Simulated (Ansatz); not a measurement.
# C₂H₆O₃Si: how energies converge with the basis set

One table from this session's results is given with a row withheld; the runs are named, their logs left out.

Method: one geometry, several basis sets; program: Ansatz 0.2.0, Gaussian basis.

The runs, in order: PBE0-D4/def2-SVP; ωB97M-V/def2-SVP; PBE0-D4/def2-QZVPP; ωB97M-V/def2-QZVPP; the functionals' def2-TZVPP values are taken from earlier runs.

## The geometry

An earlier PBE0-D4 in a triple-zeta def2 set relaxation fixed the geometry.

SMILES `O=C([SiH3])OCO`, 12 atoms, charge 0, spin multiplicity 1.

Atoms are counted from 1 here; the program's logs count them from 0.

Bond lengths: O1–C2 1.209 Å, C2–Si3 1.922 Å, C2–O4 1.336 Å, Si3–H7 1.482 Å, Si3–H8 1.482 Å, Si3–H9 1.482 Å, O4–C5 1.446 Å, C5–O6 1.372 Å, C5–H10 1.088 Å, C5–H11 1.094 Å, O6–H12 0.965 Å. Angles: O1–C2–Si3 122.2°, O1–C2–O4 123.2°, Si3–C2–O4 114.6°, C2–Si3–H7 106.8°, C2–Si3–H8 106.6°, C2–Si3–H9 111.3°, H7–Si3–H8 110.2°, H7–Si3–H9 110.9°, H8–Si3–H9 110.9°, C2–O4–C5 114.7°, O4–C5–O6 112.6°, O4–C5–H10 104.4°, O4–C5–H11 107.1°, O6–C5–H10 108.5°, O6–C5–H11 112.8°, H10–C5–H11 111.1°, C5–O6–H12 107.0°.

As a file:

```
O    -0.6428   -0.2819    1.2807
C     0.0808   -0.3957    0.3190
Si    1.0494   -2.0142   -0.0481
O     0.2707    0.5802   -0.5738
C    -0.4298    1.8109   -0.2832
O    -1.7920    1.6759   -0.3721
H     0.0437   -3.0944   -0.1816
H     1.9168   -2.2635    1.1276
H     1.8580   -1.8877   -1.2831
H    -0.1003    2.4996   -1.0580
H    -0.1007    2.1431    0.7062
H    -2.0767    1.1727    0.4005
```

Set-up of the first run:

in.yaml

```yaml
crystal:
  periodic: [false, false, false]
  atoms:
    - {symbol: O, position_ang: [-0.642843, -0.281925, 1.280701]}
    - {symbol: C, position_ang: [0.080824, -0.395747, 0.319046]}
    - {symbol: Si, position_ang: [1.049371, -2.014218, -0.048132]}
    - {symbol: O, position_ang: [0.270716, 0.580216, -0.573770]}
    - {symbol: C, position_ang: [-0.429783, 1.810935, -0.283218]}
    - {symbol: O, position_ang: [-1.791963, 1.675852, -0.372055]}
    - {symbol: H, position_ang: [0.043726, -3.094364, -0.181595]}
    - {symbol: H, position_ang: [1.916769, -2.263484, 1.127611]}
    - {symbol: H, position_ang: [1.857966, -1.887730, -1.283086]}
    - {symbol: H, position_ang: [-0.100324, 2.499593, -1.057958]}
    - {symbol: H, position_ang: [-0.100726, 2.143055, 0.706186]}
    - {symbol: H, position_ang: [-2.076735, 1.172717, 0.400471]}
basis:
  gaussian: {orbitals: def2-SVP}
hamiltonian: {xc: pbe0, dispersion: d4}
output: {orbitals: {seedname: orbitals}}
```

Steps of the session up to this table: PBE0-D4 in def2-SVP; ωB97M-V in def2-SVP; PBE0-D4 in def2-QZVPP; ωB97M-V in def2-QZVPP.

One of the session's tables, all rows but one given; the rest of the session is left out.

It belongs to the step «Density functionals: the series». 

| functional | basis | HOMO (eV) |
| --- | --- | --- |
| PBE0-D4 | def2-SVP | -7.84 |
| PBE0-D4 | def2-TZVPP | ? |
| PBE0-D4 | def2-QZVPP | -7.99 |
| ωB97M-V | def2-SVP | -10.14 |
| ωB97M-V | def2-TZVPP | -10.28 |
| ωB97M-V | def2-QZVPP | -10.32 |

**Question.** Estimate the row for PBE0-D4, def2-TZVPP.

As computed: HOMO (eV): -7.96. In the column «HOMO (eV)» it lies between PBE0-D4, def2-QZVPP (-7.99) and PBE0-D4, def2-SVP (-7.84).
